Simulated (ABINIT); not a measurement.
Crystal: Ti3Se.

```
Se Ti
1.0
     3.19745    0.00000    0.00000
    -1.59872    2.76907    0.00000
     0.00000    0.00000    7.94275
Se Ti
1 3
Direct
  0.00000 0.00000 0.00000
  0.66667 0.33333 0.50000
  0.33333 0.66667 0.77290
  0.33333 0.66667 0.22710
```

The cell comes from a database or a generator and needn't be the stable form of this composition.

Base run:

- Program: ABINIT 10.8.3 (patched build)
- Functional: r2SCAN
- Potentials or basis: JTH PAW PBE v2.0
- Cutoff: 490 eV
- k mesh: 10 × 10 × 4
- Occupations: fermi-dirac, width 0.05 eV
- Spin: no spin polarisation

Its results: band gap on the k mesh none (metal or under the smearing width); pressure -1.3 GPa; largest force 0.075 eV/Å.

Problem. The run is repeated on the same cell with these changes: functional from r2SCAN to PBE; cutoff from 490 eV to 408 eV; fine-grid cutoff from 979.61 eV to 816.342 eV. What comes out?

Solution. Band gap on the k mesh none (metal or under the smearing width); pressure 0.4 GPa; largest force 0.040 eV/Å.

Caveats: the PAW data sets were made with another functional, which shifts forces and pressure a little (some runs).
